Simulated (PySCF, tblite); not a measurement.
# C₆H₅F₃O: geometry, infrared bands and NMR shifts

Wanted: the infrared bands and NMR shifts of C₆H₅F₃O (`FC(F)(F)OC1=CCC=C1`), by calculation.

Programs: tblite 0.8.0 and PySCF 2.14.0, with density-fitted response routines of our own. Each step states its level of theory. These are calculated values for one molecule in the gas phase, unless marked as measured. Atoms count from 0, in the outputs and in this text.

## Step 1: The starting structure

15 atoms, charge 0, multiplicity 1; geometry from: force field or distance geometry start.

Bonds of the start (Å): F0–C1 1.36, C1–F2 1.37, C1–F3 1.35, C1–O4 1.41, O4–C5 1.36, C5–C6 1.34, C6–C7 1.50, C7–C8 1.49, C8–C9 1.33, C9–C5 1.44, C6–H10 1.08, C7–H11 1.10, C7–H12 1.10, C8–H13 1.08, C9–H14 1.09.

## Step 2: Relaxing the molecule with GFN2-xTB

Job settings and geometry (Å):

```
{"job": {"kind": "relax", "xc": "GFN2-xTB", "basis": "xTB"}, "charge": 0, "multiplicity": 1}
F      3.605900     0.881400    -0.517100
C      2.472400     0.148400    -0.367500
F      2.684000    -0.702600     0.682600
F      2.283700    -0.564500    -1.495600
O      1.385200     1.012400    -0.102800
C      0.172300     0.430500     0.070900
C     -0.218700    -0.848900     0.066000
C     -1.691700    -0.906700     0.337000
C     -2.044300     0.537600     0.482300
C     -0.953000     1.290200     0.331300
H      0.389200    -1.728000    -0.093400
H     -2.234700    -1.366400    -0.507200
H     -1.919000    -1.465000     1.260300
H     -3.038000     0.913200     0.679300
H     -0.897600     2.376500     0.382200
```

On the command line:

```sh
$ OMP_NUM_THREADS=1 python probes_run.py task.json out
```

The driver reads the jobs from task.json and runs them one after another.

**Question.** This job is followed by: GFN2-xTB harmonic vibrations, gas phase; GIAO PBE0/pcSseg-1 NMR shielding, non-relativistic, gas phase. Predict these results of the whole session: strongest single infrared mode (GFN2-xTB); zero-point energy (GFN2-xTB); 13C shifts against TMS (PBE0/pcSseg-1); 1H shifts against TMS (PBE0/pcSseg-1, means over atoms taken as alike); 19F shifts against CFCl3 (PBE0/pcSseg-1, means over atoms taken as alike); 17O shifts against H2O (PBE0/pcSseg-1).

As calculated:

| quantity | value |
| --- | --- |
| strongest single infrared mode (GFN2-xTB) | 1225 cm⁻¹, 715 km/mol |
| zero-point energy (GFN2-xTB) | 61.8 kcal/mol |
| 13C shifts against TMS (PBE0/pcSseg-1) | 159.7, 143.4, 135.6, 130.5, 117.5, 42.8 ppm |
| 1H shifts against TMS (PBE0/pcSseg-1, means over atoms taken as alike) | 6.80, 6.70, 6.06, 3.26 ppm |
| 19F shifts against CFCl3 (PBE0/pcSseg-1, means over atoms taken as alike) | -74.5 ppm |
| 17O shifts against H2O (PBE0/pcSseg-1) | 165.8 ppm |

In words: Relaxing lowered the energy by 0.260 eV in 14 steps; the close pair that moved most is C1–O4, from 1.414 to 1.315 Å. All 39 modes are real, so the xTB geometry is a minimum. The strongest single mode, at 1225 cm⁻¹, moves mainly C1 and O4. GFN2-xTB is a fitted tight-binding method: band positions and strengths are rough. Its intensities can rank the bands wrongly. At PBE0/pcSseg-1: The widest tensor belongs to C8: span 224 ppm, with a paramagnetic part of -213 ppm.
